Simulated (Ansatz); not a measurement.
# C3H5Al: one species, many methods

How much do the methods differ for C3H5Al? The plan is to run it at one geometry with functionals of several rungs and with coupled cluster, and see how far each lands from CCSD(T) at the basis-set limit for the atomisation energy.

Method: functionals in def2-TZVPP, the program's frozen cores in correlated methods; program: Ansatz 0.2.0, Gaussian basis.

The runs, in order: LDA (SPW92), PBE-D4, revPBE-D4, BLYP-D4, r2SCAN-D4, B97M-V, PBE0-D4, B3LYP-D4, r2SCANh-D4, r2SCAN0-D4, HSE06-D4, BHLYP-D4, CAM-B3LYP-D4, LC-ωPBE, ωB97X-V, ωB97M-V, B2PLYP, PBE-QIDH; CCSD(T)/def2-SVP; CCSD(T)/def2-TZVPP; CCSD(T)/def2-QZVPP; extrapolation to the limit; RPA on PBE.

**1. Structure used throughout**

An earlier PBE0-D4 in a triple-zeta def2 set relaxation fixed the geometry.

SMILES `C#[C][AlH][CH3]`, 9 atoms, charge 0, spin multiplicity 1.

Atoms are counted from 1 here; the program's logs count them from 0.

Bond lengths: C1–C2 1.211 Å, C1–H5 1.067 Å, C2–Al3 1.913 Å, Al3–C4 1.944 Å, Al3–H6 1.583 Å, C4–H7 1.095 Å, C4–H8 1.095 Å, C4–H9 1.092 Å. Angles: C2–C1–H5 179.9°, C1–C2–Al3 179.8°, C2–Al3–C4 118.7°, C2–Al3–H6 117.5°, C4–Al3–H6 123.8°, Al3–C4–H7 110.4°, Al3–C4–H8 110.7°, Al3–C4–H9 113.1°, H7–C4–H8 106.2°, H7–C4–H9 107.9°, H8–C4–H9 108.2°.

**2. LDA**

This LDA is Slater exchange with PW92 correlation.

Input file in.yaml:

```yaml
crystal:
  periodic: [false, false, false]
  atoms:
    - {symbol: C, position_ang: [1.587296, 0.633465, -2.160045]}
    - {symbol: C, position_ang: [1.029663, 0.616426, -1.084922]}
    - {symbol: Al, position_ang: [0.148190, 0.584591, 0.612052]}
    - {symbol: C, position_ang: [-1.118885, -0.842857, 0.978578]}
    - {symbol: H, position_ang: [2.079383, 0.650421, -3.106336]}
    - {symbol: H, position_ang: [0.497202, 1.737276, 1.639964]}
    - {symbol: H, position_ang: [-1.954611, -0.803145, 0.271686]}
    - {symbol: H, position_ang: [-0.649016, -1.822357, 0.842711]}
    - {symbol: H, position_ang: [-1.530821, -0.800122, 1.989112]}
basis:
  gaussian: {orbitals: def2-TZVPP}
hamiltonian: {xc: lda}
output: {orbitals: {seedname: orbitals}}
```

Command:

```console
$ ansatz run in.yaml --threads 2 --pin off --events-out ev --progress --plain --max-ram 20480MiB --backend cpu
```

The runs that follow: PBE-D4 (GGA); revPBE-D4 (GGA); BLYP-D4 (GGA); r2SCAN-D4 (meta-GGA); B97M-V (meta-GGA); PBE0-D4 (hybrid); B3LYP-D4 (hybrid); r2SCANh-D4 (hybrid); r2SCAN0-D4 (hybrid); HSE06-D4 (hybrid); BHLYP-D4 (hybrid); CAM-B3LYP-D4 (range-separated); LC-ωPBE (range-separated); ωB97X-V (range-separated); ωB97M-V (range-separated); B2PLYP (double hybrid); PBE-QIDH (double hybrid); CCSD(T) in def2-SVP; CCSD(T) in def2-TZVPP; CCSD(T) in def2-QZVPP; RPA on PBE orbitals.

Q: Predict the results of all the runs planned. Wanted: atomisation energy, CCSD(T)/CBS; farthest beyond LDA; mean size of error, GGA; mean size of error, meta-GGA; mean size of error, hybrid; mean size of error, range-separated; mean size of error, double hybrid; gap, smallest and largest; T1 diagnostic.

**Answer**, as computed:

```
                               quantity                                                                                                           value
        atomisation energy, CCSD(T)/CBS                                                                                                  825.1 kcal/mol
functionals within 4.1 kcal/mol (0.5 %)  BLYP-D4, r2SCAN-D4, PBE0-D4, B3LYP-D4, r2SCANh-D4, HSE06-D4, CAM-B3LYP-D4, LC-ωPBE, ωB97X-V, ωB97M-V, PBE-QIDH
                    farthest beyond LDA                                                                                       BHLYP-D4 (-21.7 kcal/mol)
                mean size of error, GGA                                                                                                    7.0 kcal/mol
           mean size of error, meta-GGA                                                                                                    4.1 kcal/mol
             mean size of error, hybrid                                                                                                    6.0 kcal/mol
    mean size of error, range-separated                                                                                                    2.0 kcal/mol
      mean size of error, double hybrid                                                                                                    4.5 kcal/mol
              gap, smallest and largest                                                                       4.23 eV (LDA (SPW92)), 11.17 eV (LC-ωPBE)
                          T1 diagnostic                                                                                                          0.0118
triples share of the correlation energy                                                                                                           4.4 %
```

LDA overbinds by 102.0 kcal/mol (12 %). PBE-D4 misses by +13.3 kcal/mol. Double hybrids carry the basis error of their MP2 part in triple zeta, and no dispersion term here, so their miss is partly the set-up's. The rungs range-separated, meta-GGA miss on average by less than the doubt on the reference (4.1 kcal/mol), so they tie. The reference freezes the cores and leaves out relativity and excitations past (T), so misses under about 4.1 kcal/mol can't be ranked. Hartree-Fock recovers 75 % of the binding; the rest is correlation. CCSD(T) in def2-SVP is off by -36.7 kcal/mol, worse than the median functional, from the basis alone. The gap grows from 4.2 to 11.2 eV across the functionals, mostly with the share of exact exchange.
